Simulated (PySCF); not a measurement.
# C2H11B2N2P: the cost of one run

The runs use PySCF 2.14.0, with density-fitted response routines of our own; the level of theory stands in each step. All values are computed, except where a source is named. Atoms count from 0, in the outputs and in this text.

### Step 1. The molecule as given

18 atoms, charge 0, multiplicity 1; geometry from: GFN2-xTB.

Bonds of the start (Å): C0–B1 1.59, B1–N2 1.38, N2–C3 1.46, C3–B4 1.60, B4–N5 1.38, B4–P6 1.92, C0–H7 1.09, C0–H8 1.09, C0–H9 1.09, B1–H10 1.18, N2–H11 1.01, C3–H12 1.09, C3–H13 1.10, N5–H14 1.01, N5–H15 1.01, P6–H16 1.38, P6–H17 1.39.

### Step 2. Ultraviolet spectrum: CAM-B3LYP/def2-SVPD

Job settings and geometry (Å):

```
{"job": {"kind": "uv", "xc": "CAM-B3LYP", "basis": "def2-SVPD", "nstates": 8, "ntriplets": 3}, "charge": 0, "multiplicity": 1}
C      2.305450     0.612679     0.095666
B      1.806868    -0.895317     0.172001
N      0.693568    -1.306784    -0.530283
C     -0.208746    -0.496060    -1.339133
B     -1.477725     0.047068    -0.529828
N     -1.437926     0.035300     0.847504
P     -3.056127     0.606243    -1.466252
H      1.524466     1.315343     0.384184
H      2.599573     0.876729    -0.920019
H      3.164620     0.801304     0.734392
H      2.368487    -1.702770     0.817956
H      0.361707    -2.256149    -0.446210
H      0.360458     0.354483    -1.726130
H     -0.518443    -1.074975    -2.217904
H     -0.623697    -0.294204     1.345091
H     -2.181676     0.338908     1.453806
H     -2.404356     1.284500    -2.482084
H     -3.285261     1.760018    -0.733933
```

With the program's defaults for keys left out, this is: TDDFT CAM-B3LYP/def2-SVPD, vertical, gas phase, core orbitals frozen in the response.

Command:

```bash
$ OMP_NUM_THREADS=1 python probes_run.py task.json out
```

The driver reads the jobs from task.json and runs them one after another.

**Question.** How long does this job take on 1 thread of Arm Neoverse V1, shared host, and how much memory does it need?

About 65 s, with a peak of 1.1 GiB.
